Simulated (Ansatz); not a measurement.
**C2H9BClNSi: one species, many methods**

An exercise on one series of results from a longer session: the logs are not shown, and one member is left open.

Method: functionals in def2-TZVPP, the program's frozen cores in correlated methods; program: Ansatz 0.2.0, Gaussian basis.

Plan: PBE-D4, r2SCAN-D4, PBE0-D4, B3LYP-D4, ωB97X-V, ωB97M-V, B2PLYP; CCSD(T)/def2-TZVPP; MP2/def2-QZVPP; extrapolation to the limit.

## The geometry

An earlier PBE0-D4 in a triple-zeta def2 set relaxation fixed the geometry.

SMILES `BN(CC)[SiH2]Cl`, 15 atoms, charge 0, spin multiplicity 1.

Atoms are counted from 1 here; the program's logs count them from 0.

Bond lengths: B1–N2 1.400 Å, B1–H7 1.199 Å, B1–H8 1.197 Å, N2–C3 1.469 Å, N2–Si5 1.734 Å, C3–C4 1.516 Å, C3–H9 1.095 Å, C3–H10 1.092 Å, C4–H11 1.092 Å, C4–H12 1.092 Å, C4–H13 1.092 Å, Si5–Cl6 2.059 Å, Si5–H14 1.481 Å, Si5–H15 1.474 Å. Angles: N2–B1–H7 119.2°, N2–B1–H8 119.3°, H7–B1–H8 121.5°, B1–N2–C3 121.2°, B1–N2–Si5 121.2°, C3–N2–Si5 117.6°, N2–C3–C4 112.3°, N2–C3–H9 109.2°, N2–C3–H10 108.0°, C4–C3–H9 110.3°, C4–C3–H10 110.2°, H9–C3–H10 106.6°, C3–C4–H11 110.4°, C3–C4–H12 111.3°, C3–C4–H13 110.5°, H11–C4–H12 108.1°, H11–C4–H13 108.3°, H12–C4–H13 108.0° and more.

Coordinates:

```
B     1.1402   -0.5723   -1.3907
N     0.3624   -0.4416   -0.2344
C    -1.0204    0.0501   -0.2997
C    -1.1058    1.5535   -0.1267
Si    0.9863   -0.8835    1.3216
Cl    0.0514   -2.5873    2.0001
H     0.6626   -0.2838   -2.4518
H     2.2653   -0.9694   -1.2986
H    -1.6193   -0.4543    0.4664
H    -1.4382   -0.2424   -1.2653
H    -0.5481    2.0606   -0.9171
H    -0.6924    1.8661    0.8350
H    -2.1455    1.8857   -0.1721
H     0.6691    0.1659    2.3172
H     2.4324   -1.1473    1.2159
```

The first run:

File in.yaml:

```yaml
crystal:
  periodic: [false, false, false]
  atoms:
    - {symbol: B, position_ang: [1.140153, -0.572310, -1.390665]}
    - {symbol: N, position_ang: [0.362424, -0.441555, -0.234436]}
    - {symbol: C, position_ang: [-1.020421, 0.050127, -0.299680]}
    - {symbol: C, position_ang: [-1.105772, 1.553473, -0.126691]}
    - {symbol: Si, position_ang: [0.986309, -0.883454, 1.321610]}
    - {symbol: Cl, position_ang: [0.051380, -2.587329, 2.000138]}
    - {symbol: H, position_ang: [0.662610, -0.283760, -2.451786]}
    - {symbol: H, position_ang: [2.265252, -0.969428, -1.298574]}
    - {symbol: H, position_ang: [-1.619254, -0.454316, 0.466376]}
    - {symbol: H, position_ang: [-1.438183, -0.242433, -1.265300]}
    - {symbol: H, position_ang: [-0.548065, 2.060648, -0.917078]}
    - {symbol: H, position_ang: [-0.692404, 1.866097, 0.834996]}
    - {symbol: H, position_ang: [-2.145499, 1.885658, -0.172123]}
    - {symbol: H, position_ang: [0.669087, 0.165887, 2.317248]}
    - {symbol: H, position_ang: [2.432382, -1.147314, 1.215935]}
basis:
  gaussian: {orbitals: def2-TZVPP}
hamiltonian: {xc: pbe, dispersion: d4}
output: {forces: true, orbitals: {seedname: orbitals}}
```

The run is started by

```console
> ansatz run in.yaml --threads 2 --pin off --events-out ev --progress --plain --max-ram 22528MiB --backend cuda --devices 0, --max-vram 18GiB
```

Steps of the session up to this table: PBE-D4 (GGA); r2SCAN-D4 (meta-GGA); PBE0-D4 (hybrid); B3LYP-D4 (hybrid); ωB97X-V (range-separated); ωB97M-V (range-separated); B2PLYP (double hybrid); CCSD(T) in def2-TZVPP; MP2 in def2-QZVPP.

One table of the session follows, with a row left open; its other results are not shown here.

```
            method  atomisation energy (kJ/mol)
            PBE-D4                       5605.1
         r2SCAN-D4                       5545.2
           PBE0-D4                       5548.7
          B3LYP-D4                       5548.4
           ωB97X-V                       5561.4
           ωB97M-V                       5564.2
            B2PLYP                       5481.5
     HF/def2-TZVPP                       4173.9
    MP2/def2-TZVPP                       5460.8
   CCSD/def2-TZVPP                       5327.6
CCSD(T)/def2-TZVPP                            ?
           MP2/CBS                       5595.5
       CCSD(T)/CBS                       5531.0
```

Q: Estimate the row for CCSD(T)/def2-TZVPP from the others.

The run gave: atomisation energy (kJ/mol): 5396.3. In the column «atomisation energy (kJ/mol)» it lies between CCSD/def2-TZVPP (5327.6) and MP2/def2-TZVPP (5460.8).

To keep in mind: Free atoms (1 B, 1 N, 2 C, 1 Si, 1 Cl, 9 H) were run apart at each level; the atomisation energy is their sum less the molecule, without zero-point or spin-orbit terms.
